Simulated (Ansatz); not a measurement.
**B2FH2NO: ionisation energy by level of theory**

The task here is to estimate one member of a computed series from the others.

Computed with Ansatz 0.2.0, Gaussian basis. Level: unrestricted cation, the program's frozen cores in correlated methods.

Levels to be run: UKS PBE-D4/def2-TZVPP; UKS r2SCAN-D4/def2-TZVPP; UKS PBE0-D4/def2-TZVPP; UKS B3LYP-D4/def2-TZVPP; UKS wB97X-V/def2-TZVPP; UKS wB97M-V/def2-TZVPP; UKS B2PLYP/def2-TZVPP; UHF-CCSD(T)/def2-TZVPP; UHF-MP2/def2-QZVPP; extrapolation to the limit; then −ε(HOMO) from the neutral's earlier runs with LDA (SPW92), PBE-D4, revPBE-D4, BLYP-D4, r2SCAN-D4, B97M-V, PBE0-D4, B3LYP-D4, r2SCANh-D4, r2SCAN0-D4, HSE06-D4, BHLYP-D4, CAM-B3LYP-D4, LC-ωPBE, ωB97X-V, ωB97M-V.

## Structure used throughout

All runs share one geometry, relaxed beforehand with PBE0-D4 in a triple-zeta def2 set.

SMILES `OB1NB1F`, 7 atoms, charge 0, spin multiplicity 1.

Atoms are counted from 1 here; the program's logs count them from 0.

Bond lengths: O1–B2 1.347 Å, O1–H6 0.959 Å, B2–N3 1.423 Å, B2–B4 1.598 Å, N3–B4 1.403 Å, N3–H7 1.012 Å, B4–F5 1.317 Å. Angles: B2–O1–H6 112.9°, O1–B2–N3 134.0°, O1–B2–B4 171.0°, N3–B2–B4 55.0°, B2–N3–B4 68.8°, B2–N3–H7 144.6°, B4–N3–H7 146.6°, B2–B4–N3 56.2°, B2–B4–F5 168.4°, N3–B4–F5 135.4°.

Set-up of the first run:

in.yaml reads:

```yaml
crystal:
  periodic: [false, false, false]
  atoms:
    - {symbol: O, position_ang: [-1.276656, 0.176373, 1.308051]}
    - {symbol: B, position_ang: [-0.378955, 0.150203, 0.304212]}
    - {symbol: N, position_ang: [0.632166, -0.768229, -0.094782]}
    - {symbol: B, position_ang: [0.587028, 0.339723, -0.954127]}
    - {symbol: F, position_ang: [1.249971, 0.724057, -2.025319]}
    - {symbol: H, position_ang: [-1.829428, 0.960223, 1.293407]}
    - {symbol: H, position_ang: [1.077176, -1.650351, 0.122858]}
basis:
  gaussian: {orbitals: def2-TZVPP}
total_charge: 1
magnetization: {spin_polarized: true, initial_magnetization: 1}
hamiltonian: {xc: pbe, dispersion: d4}
```

Steps of the session up to this table: Cation, UKS PBE-D4/def2-TZVPP; Cation, UKS r2SCAN-D4/def2-TZVPP; Cation, UKS PBE0-D4/def2-TZVPP; Cation, UKS B3LYP-D4/def2-TZVPP; Cation, UKS wB97X-V/def2-TZVPP; Cation, UKS wB97M-V/def2-TZVPP; Cation, UKS B2PLYP (frozen core)/def2-TZVPP; Cation, UHF-CCSD(T)/def2-TZVPP; Cation, UHF-MP2/def2-QZVPP.

One of the session's tables, all rows but one given; the rest of the session is left out.

It belongs to the step «Ionisation energies side by side». For comparison, −ε(HOMO) of the neutral from earlier runs:

```
  functional  −ε(HOMO) (eV)
 LDA (SPW92)           6.09
      PBE-D4              ?
   revPBE-D4           5.92
     BLYP-D4           5.90
   r2SCAN-D4           6.23
      B97M-V           6.30
     PBE0-D4           7.31
    B3LYP-D4           7.12
  r2SCANh-D4           6.72
  r2SCAN0-D4           7.47
    HSE06-D4           6.90
    BHLYP-D4           8.60
CAM-B3LYP-D4           8.74
     LC-ωPBE          10.06
     ωB97X-V           9.72
     ωB97M-V           9.54
```

Q: Estimate the row for PBE-D4 from the others.

As computed: −ε(HOMO) (eV): 5.98. In the column «−ε(HOMO) (eV)» it lies between revPBE-D4 (5.92) and LDA (SPW92) (6.09).
